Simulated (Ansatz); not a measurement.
# FH3O2Si2: the cost of one run

Program: Ansatz 0.2.0. Level of theory: RKS PBE-D4/def2-SVPD. These are calculated values, not measurements.

## Step 1: The system as given

Bond lengths: O1–Si2 1.584 Å, Si2–F3 1.569 Å, Si2–O4 1.626 Å, Si2–Si5 2.264 Å, O4–Si5 1.588 Å, O1–H6 0.955 Å, Si5–H7 1.510 Å, Si5–H8 1.463 Å. Angles: O1–Si2–F3 110.4°, O1–Si2–O4 108.5°, O1–Si2–Si5 123.9°, F3–Si2–O4 106.4°, F3–Si2–Si5 123.4°, O4–Si2–Si5 44.5°, Si2–O1–H6 119.1°, Si2–O4–Si5 89.5°, Si2–Si5–O4 45.9°, Si2–Si5–H7 120.5°, Si2–Si5–H8 121.7°, O4–Si5–H7 107.8°, O4–Si5–H8 113.2°, H7–Si5–H8 117.8°.

As a file:

```xyz
8

O    -1.6554    0.9895    0.6307
Si   -0.1213    0.5968    0.6639
F     0.3905    0.5194    2.1447
O     0.0412   -0.8982    0.0442
Si    0.9885   -0.3125   -1.0875
H    -2.3084    0.3347    0.8691
H     2.3611   -0.9123   -0.8975
H     0.3959   -0.3746   -2.4233
```

## Step 2: Relaxing end A

The input, input.yaml:

```yaml
crystal:
  periodic: [false, false, false]
  atoms:
    - { symbol: O, position_ang: [-1.6554, 0.9895, 0.6307] }
    - { symbol: Si, position_ang: [-0.1213, 0.5968, 0.6639] }
    - { symbol: F, position_ang: [0.3905, 0.5194, 2.1447] }
    - { symbol: O, position_ang: [0.0412, -0.8982, 0.0442] }
    - { symbol: Si, position_ang: [0.9885, -0.3125, -1.0875] }
    - { symbol: H, position_ang: [-2.3084, 0.3347, 0.8691] }
    - { symbol: H, position_ang: [2.3611, -0.9123, -0.8975] }
    - { symbol: H, position_ang: [0.3959, -0.3746, -2.4233] }
basis:
  gaussian: { orbitals: def2-SVPD }
hamiltonian:
  xc: pbe
  dispersion: d4
relax:
  f_tol: 0.015
  max_steps: 40
```

Started as:

```bash
$ ansatz run input.yaml --threads 2 --pin off --max-ram 3072MiB --backend cpu --events-out ev --progress --plain --runs-dir out
```

What time and memory should one allow on 2 threads of AMD EPYC 9B45 (Zen 5), shared host?

About 23 s, with a peak of 0.2 GiB.
